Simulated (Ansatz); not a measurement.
Molecular dynamics of CsPbBr$_{3}$

input.yaml

```yaml
accuracy: low
crystal:
  lattice:
    - [8.198142, 0.0, 0.0]
    - [0.0, 8.198142, 0.0]
    - [0.0, 0.0, 12.085826]
  atoms:
    - { symbol: Cs, position: [0.0, 0.5, 0.25] }
    - { symbol: Cs, position: [0.5, 0.0, 0.25] }
    - { symbol: Pb, position: [0.0, 0.0, 0.0] }
    - { symbol: Pb, position: [0.0, 0.0, 0.5] }
    - { symbol: Br, position: [0.0, 0.0, 0.25] }
    - { symbol: Br, position: [0.0, 0.0, 0.75] }
    - { symbol: Br, position: [0.1845199, 0.6845199, 0.0] }
    - { symbol: Br, position: [0.3154801, 0.8154801, 0.5] }
    - { symbol: Br, position: [0.3154801, 0.1845199, 0.0] }
    - { symbol: Br, position: [0.1845199, 0.3154801, 0.5] }
    - { symbol: Cs, position: [0.5, 0.0, 0.75] }
    - { symbol: Cs, position: [0.0, 0.5, 0.75] }
    - { symbol: Pb, position: [0.5, 0.5, 0.5] }
    - { symbol: Pb, position: [0.5, 0.5, 0.0] }
    - { symbol: Br, position: [0.5, 0.5, 0.75] }
    - { symbol: Br, position: [0.5, 0.5, 0.25] }
    - { symbol: Br, position: [0.6845199, 0.1845199, 0.5] }
    - { symbol: Br, position: [0.8154801, 0.3154801, 0.0] }
    - { symbol: Br, position: [0.8154801, 0.6845199, 0.5] }
    - { symbol: Br, position: [0.6845199, 0.8154801, 0.0] }
basis:
  ecutwfc: 500.0
kpoints:
  mp_grid: { grid: [1, 1, 1] }
hamiltonian:
  xc: r2scan
scf:
  occupations: { method: fermi_dirac, width: 0.05 }
  lower_state_search: "off"
md:
  timestep: 3
  n_steps: 40
  ensemble: npt_langevin
  temperature: 500.0
  initial_velocities: maxwell_boltzmann
  seed: 512036
  friction: 0.02
  pressure: 0.0
  fix_cell: []
```

Run as:

```bash
$ ansatz run input.yaml --threads 2 --pin off --max-ram 5120MiB --backend cpu --events-out ev --progress --plain --runs-dir out
```

It starts from an unrelaxed structure (largest force component 0.22 eV/Å).

Output, in part (step lines):

```
md step     0: t =     0.00 fs  T =   475.0 K  F+E_penalty+E_count = -103968.16415650 eV  E_kin = 1.227970 eV  conserved = -103967.22486064 eV  P_inst = 1.8484 GPa  V = 812.2827 Å³  selection 1  (8 SCF iters)
md step     1: t =     3.00 fs  T =   551.4 K  F+E_penalty+E_count = -103968.16589192 eV  E_kin = 1.425524 eV  conserved = -103967.22493628 eV  P_inst = 1.8693 GPa  V = 812.3921 Å³  selection 1  (7 SCF iters)
md step     2: t =     6.00 fs  T =   566.3 K  F+E_penalty+E_count = -103968.16809939 eV  E_kin = 1.463924 eV  conserved = -103967.22491662 eV  P_inst = 1.8551 GPa  V = 812.9625 Å³  selection 1  (7 SCF iters)
md step     3: t =     9.00 fs  T =   535.0 K  F+E_penalty+E_count = -103968.16924493 eV  E_kin = 1.383016 eV  conserved = -103967.22494321 eV  P_inst = 1.8127 GPa  V = 813.9997 Å³  selection 1  (7 SCF iters)
md step     4: t =    12.00 fs  T =   511.6 K  F+E_penalty+E_count = -103968.17018398 eV  E_kin = 1.322624 eV  conserved = -103967.22486643 eV  P_inst = 1.7679 GPa  V = 815.1933 Å³  selection 1  (7 SCF iters)
md step     5: t =    15.00 fs  T =   566.8 K  F+E_penalty+E_count = -103968.17487538 eV  E_kin = 1.465168 eV  conserved = -103967.22485205 eV  P_inst = 1.7425 GPa  V = 816.4947 Å³  selection 1  (6 SCF iters)
md step     6: t =    18.00 fs  T =   523.2 K  F+E_penalty+E_count = -103968.18765431 eV  E_kin = 1.352502 eV  conserved = -103967.22494313 eV  P_inst = 1.6627 GPa  V = 818.3553 Å³  selection 2  (9 SCF iters)
md step     7: t =    21.00 fs  T =   518.7 K  F+E_penalty+E_count = -103968.20579696 eV  E_kin = 1.340992 eV  conserved = -103967.22498236 eV  P_inst = 1.5809 GPa  V = 820.6524 Å³  selection 2  (7 SCF iters)
md step     8: t =    24.00 fs  T =   572.5 K  F+E_penalty+E_count = -103968.22332080 eV  E_kin = 1.479958 eV  conserved = -103967.22506796 eV  P_inst = 1.5163 GPa  V = 823.0495 Å³  selection 2  (7 SCF iters)
md step     9: t =    27.00 fs  T =   625.5 K  F+E_penalty+E_count = -103968.23818410 eV  E_kin = 1.617157 eV  conserved = -103967.22518751 eV  P_inst = 1.4420 GPa  V = 825.8771 Å³  selection 2  (6 SCF iters)
md step    10: t =    30.00 fs  T =   550.4 K  F+E_penalty+E_count = -103968.24974194 eV  E_kin = 1.422778 eV  conserved = -103967.22512257 eV  P_inst = 1.3239 GPa  V = 828.8796 Å³  selection 2  (7 SCF iters)
md step    11: t =    33.00 fs  T =   563.0 K  F+E_penalty+E_count = -103968.25683862 eV  E_kin = 1.455520 eV  conserved = -103967.22506824 eV  P_inst = 1.2476 GPa  V = 831.5744 Å³  selection 2  (6 SCF iters)
md step    12: t =    36.00 fs  T =   605.4 K  F+E_penalty+E_count = -103968.25854735 eV  E_kin = 1.565113 eV  conserved = -103967.22500348 eV  P_inst = 1.2032 GPa  V = 833.6736 Å³  selection 2  (6 SCF iters)
md step    13: t =    39.00 fs  T =   640.2 K  F+E_penalty+E_count = -103968.25561502 eV  E_kin = 1.655022 eV  conserved = -103967.22512381 eV  P_inst = 1.1660 GPa  V = 835.5513 Å³  selection 2  (5 SCF iters)
md step    14: t =    42.00 fs  T =   621.6 K  F+E_penalty+E_count = -103968.25060334 eV  E_kin = 1.607026 eV  conserved = -103967.22526099 eV  P_inst = 1.1029 GPa  V = 837.7183 Å³  selection 2  (6 SCF iters)
md step    15: t =    45.00 fs  T =   634.0 K  F+E_penalty+E_count = -103968.24540418 eV  E_kin = 1.639058 eV  conserved = -103967.22531316 eV  P_inst = 1.0386 GPa  V = 840.2679 Å³  selection 2  (6 SCF iters)
md step    16: t =    48.00 fs  T =   580.2 K  F+E_penalty+E_count = -103968.23712703 eV  E_kin = 1.500018 eV  conserved = -103967.22528148 eV  P_inst = 0.9445 GPa  V = 843.2359 Å³  selection 2  (5 SCF iters)
md step    17: t =    51.00 fs  T =   580.7 K  F+E_penalty+E_count = -103968.22321503 eV  E_kin = 1.501259 eV  conserved = -103967.22522857 eV  P_inst = 0.8725 GPa  V = 846.2131 Å³  selection 2  (6 SCF iters)
md step    18: t =    54.00 fs  T =   588.9 K  F+E_penalty+E_count = -103968.20502344 eV  E_kin = 1.522370 eV  conserved = -103967.22520483 eV  P_inst = 0.8065 GPa  V = 849.1721 Å³  selection 2  (6 SCF iters)
md step    19: t =    57.00 fs  T =   619.8 K  F+E_penalty+E_count = -103968.18345531 eV  E_kin = 1.602263 eV  conserved = -103967.22520490 eV  P_inst = 0.7468 GPa  V = 852.2907 Å³  selection 2  (5 SCF iters)
md step    20: t =    60.00 fs  T =   589.3 K  F+E_penalty+E_count = -103968.16233185 eV  E_kin = 1.523443 eV  conserved = -103967.22513571 eV  P_inst = 0.6630 GPa  V = 855.5733 Å³  selection 2  (7 SCF iters)
md step    21: t =    63.00 fs  T =   589.0 K  F+E_penalty+E_count = -103968.14359263 eV  E_kin = 1.522587 eV  conserved = -103967.22510264 eV  P_inst = 0.5867 GPa  V = 858.9885 Å³  selection 2  (5 SCF iters)
md step    22: t =    66.00 fs  T =   557.9 K  F+E_penalty+E_count = -103968.12288506 eV  E_kin = 1.442216 eV  conserved = -103967.22495270 eV  P_inst = 0.5157 GPa  V = 861.9994 Å³  selection 2  (6 SCF iters)
md step    23: t =    69.00 fs  T =   453.5 K  F+E_penalty+E_count = -103968.10168364 eV  E_kin = 1.172398 eV  conserved = -103967.22495730 eV  P_inst = 0.4295 GPa  V = 864.6374 Å³  selection 2  (6 SCF iters)
md step    24: t =    72.00 fs  T =   444.1 K  F+E_penalty+E_count = -103968.08442086 eV  E_kin = 1.148215 eV  conserved = -103967.22496572 eV  P_inst = 0.3701 GPa  V = 867.2285 Å³  selection 2  (6 SCF iters)
md step    25: t =    75.00 fs  T =   512.6 K  F+E_penalty+E_count = -103968.06944223 eV  E_kin = 1.325154 eV  conserved = -103967.22498540 eV  P_inst = 0.3358 GPa  V = 869.8104 Å³  selection 2  (6 SCF iters)
md step    26: t =    78.00 fs  T =   572.4 K  F+E_penalty+E_count = -103968.05380746 eV  E_kin = 1.479789 eV  conserved = -103967.22499004 eV  P_inst = 0.3039 GPa  V = 872.1989 Å³  selection 2  (6 SCF iters)
md step    27: t =    81.00 fs  T =   455.4 K  F+E_penalty+E_count = -103968.04101172 eV  E_kin = 1.177257 eV  conserved = -103967.22494700 eV  P_inst = 0.2208 GPa  V = 874.3519 Å³  selection 2  (6 SCF iters)
md step    28: t =    84.00 fs  T =   471.5 K  F+E_penalty+E_count = -103968.03190835 eV  E_kin = 1.218813 eV  conserved = -103967.22504121 eV  P_inst = 0.1796 GPa  V = 876.4954 Å³  selection 2  (6 SCF iters)
md step    29: t =    87.00 fs  T =   417.0 K  F+E_penalty+E_count = -103968.02432642 eV  E_kin = 1.077980 eV  conserved = -103967.22491960 eV  P_inst = 0.1279 GPa  V = 878.1244 Å³  selection 2  (6 SCF iters)
md step    30: t =    90.00 fs  T =   420.6 K  F+E_penalty+E_count = -103968.01635672 eV  E_kin = 1.087250 eV  conserved = -103967.22488555 eV  P_inst = 0.1057 GPa  V = 879.2797 Å³  selection 2  (6 SCF iters)
md step    31: t =    93.00 fs  T =   424.0 K  F+E_penalty+E_count = -103968.00623042 eV  E_kin = 1.096146 eV  conserved = -103967.22490194 eV  P_inst = 0.0854 GPa  V = 880.4758 Å³  selection 2  (6 SCF iters)
md step    32: t =    96.00 fs  T =   418.9 K  F+E_penalty+E_count = -103967.99561036 eV  E_kin = 1.082844 eV  conserved = -103967.22490499 eV  P_inst = 0.0574 GPa  V = 882.0309 Å³  selection 2  (6 SCF iters)
md step    33: t =    99.00 fs  T =   423.9 K  F+E_penalty+E_count = -103967.98789826 eV  E_kin = 1.095860 eV  conserved = -103967.22488577 eV  P_inst = 0.0251 GPa  V = 883.9595 Å³  selection 2  (6 SCF iters)
md step    34: t =   102.00 fs  T =   392.7 K  F+E_penalty+E_count = -103967.98391758 eV  E_kin = 1.015278 eV  conserved = -103967.22491173 eV  P_inst = -0.0172 GPa  V = 885.8138 Å³  selection 2  (6 SCF iters)
md step    35: t =   105.00 fs  T =   424.5 K  F+E_penalty+E_count = -103967.98024265 eV  E_kin = 1.097400 eV  conserved = -103967.22489331 eV  P_inst = -0.0316 GPa  V = 887.2711 Å³  selection 2  (6 SCF iters)
md step    36: t =   108.00 fs  T =   449.2 K  F+E_penalty+E_count = -103967.97997319 eV  E_kin = 1.161205 eV  conserved = -103967.22492336 eV  P_inst = -0.0356 GPa  V = 888.2432 Å³  selection 2  (6 SCF iters)
md step    37: t =   111.00 fs  T =   439.5 K  F+E_penalty+E_count = -103967.98217597 eV  E_kin = 1.136066 eV  conserved = -103967.22488056 eV  P_inst = -0.0469 GPa  V = 889.1511 Å³  selection 2  (6 SCF iters)
md step    38: t =   114.00 fs  T =   485.7 K  F+E_penalty+E_count = -103967.98610531 eV  E_kin = 1.255600 eV  conserved = -103967.22491688 eV  P_inst = -0.0486 GPa  V = 890.3601 Å³  selection 2  (6 SCF iters)
md step    39: t =   117.00 fs  T =   521.9 K  F+E_penalty+E_count = -103967.99367279 eV  E_kin = 1.349115 eV  conserved = -103967.22492480 eV  P_inst = -0.0532 GPa  V = 891.5058 Å³  selection 2  (6 SCF iters)
md step    40: t =   120.00 fs  T =   457.2 K  F+E_penalty+E_count = -103968.00084901 eV  E_kin = 1.181870 eV  conserved = -103967.22490963 eV  P_inst = -0.0759 GPa  V = 892.0126 Å³  selection 2  (7 SCF iters)
```

The run went to its last step. The conserved energy stayed within 0.023 meV per atom of its start (net change -0.0025 meV per atom), so the integration is sound. A run of 0.12 ps of so small a system gives no equilibrium averages. Limits of this set-up: coarse k mesh, low accuracy level. The cell's volume went from 812 to 892 Å³.

Mean squared displacements from the first frame to the last, about the centre of mass, the cell's change included: Cs 0.10 Å², Pb 0.02 Å², Br 0.15 Å².

Last frame:

```xyz
20
Lattice="8.5475 0.0373 0.0813 0.0373 8.4180 0.0686 0.1199 0.1012 12.3994" Properties=species:S:1:pos:R:3
Cs 0.298 4.324 3.065
Cs 4.270 0.177 3.347
Pb 0.110 0.013 0.075
Pb 0.113 -0.041 6.202
Br 0.303 -0.091 2.964
Br -0.385 -0.150 9.336
Br 1.403 5.617 0.323
Br 2.883 7.100 6.347
Br 2.701 1.772 0.137
Br 1.064 2.817 6.156
Cs 4.156 0.051 9.364
Cs 0.393 4.484 9.635
Pb 4.270 4.202 6.262
Pb 4.160 4.313 0.206
Br 4.524 4.359 9.136
Br 4.267 3.934 3.066
Br 5.909 1.810 5.950
Br 7.183 2.671 -0.166
Br 6.987 5.526 6.033
Br 6.026 6.707 0.061
```

Run time: 11 min on 2 threads of Arm Neoverse V2, with other jobs on the host, peak memory 1.4 GiB.
